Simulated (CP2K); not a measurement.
Ta3AsAu2O13:

```
Ta As Au O
1.0
     5.72386    0.00000    0.00000
     1.29464    6.25668    0.00000
     0.26816    1.30982    8.36637
Ta As Au O
3 1 2 13
Direct
  0.21713 0.30521 0.58431
  0.03325 0.11123 0.99855
  0.58248 0.62145 0.50482
  0.58707 0.89691 0.83049
  0.58004 0.09228 0.18613
  0.04485 0.82077 0.44682
  0.66201 0.69726 0.71088
  0.51632 0.13418 0.69625
  0.85098 0.88773 0.91932
  0.34466 0.87003 0.94651
  0.73015 0.29240 0.03095
  0.24622 0.21809 0.11075
  0.12900 0.09398 0.49104
  0.48032 0.38887 0.43499
  0.05966 0.26685 0.78594
  0.93330 0.53240 0.45645
  0.49975 0.85161 0.34971
  0.25256 0.62988 0.62473
  0.91878 0.95175 0.22636
```

The cell was built by a generator and needn't be a form met in nature.

Base run:

| Property | Result |
| --- | --- |
| Program | CP2K 2026.2 |
| Functional | r2SCAN |
| Potentials or basis | GTH_POTENTIALS Ta GTH-PBE-q13, As GTH-PBE-q5, Au GTH-PBE-q11, O GTH-PBE-q6; DZVP-MOLOPT-SR-GTH basis |
| Density cutoff | 12245 eV |
| k mesh | 4 × 4 × 3 |
| Occupations | fermi-dirac, width 0.05 eV |
| Spin | no spin polarisation |

Its results: band gap on the k mesh 1.88 eV, indirect (least direct gap 1.91 eV); pressure -3.6 GPa.

**Question.** After a change of settings the same cell gave: band gap on the k mesh 1.33 eV, indirect (least direct gap 1.36 eV); pressure 2.9 GPa. Which change was it?
A. functional from r2SCAN to LDA
B. functional from r2SCAN to RPBE
C. functional from r2SCAN to PBEsol

**Answer.** B.

r2SCAN gives the wider gap, since meta-GGAs in the generalised Kohn-Sham scheme recover part of the derivative discontinuity.

Caveats: the potentials were made for another functional, which shifts forces and pressure; spin-orbit coupling is left out, which moves the levels of the heavy elements; an odd mesh through Γ misses points on the zone boundary, where band edges often lie; the basis of atomic orbitals isn't converged, which shifts pressures, moduli and gaps.

Runs at the PBE level aren't shown here.
